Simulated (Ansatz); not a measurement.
Crystal: KZr2.

```
K Zr
1.0
     0.00000    3.57912    3.57912
     3.57912    0.00000    3.57912
     3.57912    3.57912    0.00000
K Zr
1 2
Direct
  0.00000 0.00000 0.00000
  0.25000 0.25000 0.25000
  0.75000 0.75000 0.75000
```

The cell was built by a generator and needn't be a form met in nature.

Program: Ansatz 0.2.0. Alike in all runs: task band structure; potentials or basis Ansatz PAW; cell as given; smearing fermi-dirac 0.05 eV. Hardware: 2 threads of Arm Neoverse V1, on a shared host.

Q: Order these runs on this cell by their wall time, lowest first.
A. level PBE; spin SOC, no magnetisation; k mesh 5 × 5 × 5; cutoff (eV) 420
B. level r2SCAN; spin off; k mesh 7 × 7 × 7; cutoff (eV) 500
C. level PBE; spin off; k mesh 7 × 7 × 7; cutoff (eV) 420

A: C (4.9 s), B (12 s), A (86 s).

Not every run made on this cell is shown here.
